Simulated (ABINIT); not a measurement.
Ga3P:

```
Ga P
1.0
     0.00000    3.26427    3.26427
     3.26427    0.00000    3.26427
     3.26427    3.26427    0.00000
Ga P
3 1
Direct
  0.50000 0.50000 0.50000
  0.25000 0.25000 0.25000
  0.75000 0.75000 0.75000
  0.00000 0.00000 0.00000
```

The cell was built by a generator and needn't be a form met in nature.

Base run:

* Program: ABINIT 10.8.3 (patched build)
* Functional: LDA
* Potentials or basis: PseudoDojo NC SR LDA v0.4 stringent
* Cutoff: 1225 eV
* k mesh: 5 × 5 × 5
* Occupations: fermi-dirac, width 0.05 eV
* Spin: no spin polarisation

Its results: band gap on the k mesh none (metal or under the smearing width); pressure -43.5 GPa.

Task: The run is repeated on the same cell with these changes: functional from LDA to PBEsol; potentials or basis from PseudoDojo NC SR LDA v0.4 stringent to PseudoDojo NC SR PBEsol v0.4.1 standard; cutoff from 1225 eV to 980 eV; valence electrons from 68 to 44. What comes out?

Result: Band gap on the k mesh none (metal or under the smearing width); pressure -2.9 GPa.

Caveats: the cutoff is short for stress, so the pressure is rough (some runs); a pressure of tens of GPa on the cell as given is suspect, and the run, the potentials or the cell itself is likely at fault (some runs).
